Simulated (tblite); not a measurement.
# C7H13BO: the cost of one run

Programs: PySCF 2.14.0 with density-fitted response routines of our own, and tblite 0.8.0. All values are computed, except where a source is named. Atoms count from 0 throughout.

### Step 1. The molecule as given

22 atoms, charge 0, multiplicity 1; geometry from: force field or distance geometry start.

Bonds of the start (Å): B5–C6 1.59, B5–H14 1.18, C0–C1 1.34, C0–H10 1.08, C0–H9 1.10, C1–C2 1.52, C1–C3 1.53, C2–C3 1.43, C2–H11 1.10, C2–H12 1.11, C3–H13 1.12, C3–O4 1.40, C6–C7 1.53, C6–H15 1.10, C6–H16 1.12, C7–C8 1.53, C7–H17 1.11, C7–H18 1.11, C8–H19 1.12, C8–H20 1.11, C8–H21 1.10, O4–B5 1.48.

### Step 2. GFN2-xTB relaxation, start minimum

What the job is given:

```
{"job": {"xc": "GFN2-xTB", "basis": "xTB", "kind": "relax"}, "charge": 0, "multiplicity": 1}
C      3.170700     1.923300     1.370200
C      2.740000     1.143500     0.375500
C      2.903800     0.514100    -1.000900
C      1.742800     0.167600    -0.240400
O      0.558700     0.827400    -0.574000
B     -0.242600    -0.100300    -1.397200
C     -1.318400    -1.046800    -0.711200
C     -2.379600    -0.227400     0.031300
C     -3.418900    -1.146200     0.677100
H      2.572800     2.011600     2.284300
H      4.084400     2.480000     1.264700
H      3.702700    -0.241100    -1.039100
H      2.740600     1.263200    -1.805300
H      1.701700    -0.796600     0.336200
H     -0.103300    -0.109200    -2.566300
H     -1.798300    -1.669100    -1.484200
H     -0.795800    -1.718000     0.010500
H     -2.903500     0.440000    -0.688400
H     -1.910500     0.389800     0.825500
H     -4.178200    -0.524600     1.207300
H     -3.939600    -1.749300    -0.091900
H     -2.939800    -1.812400     1.417000
```

Run with:

```
OMP_NUM_THREADS=1 python ens_run.py task.json out
```

This one command runs the whole study; its stages follow in the order run.

Q: Estimate the wall time of this first job on 1 thread of Arm Neoverse N1, shared host.

About 2.3 s.
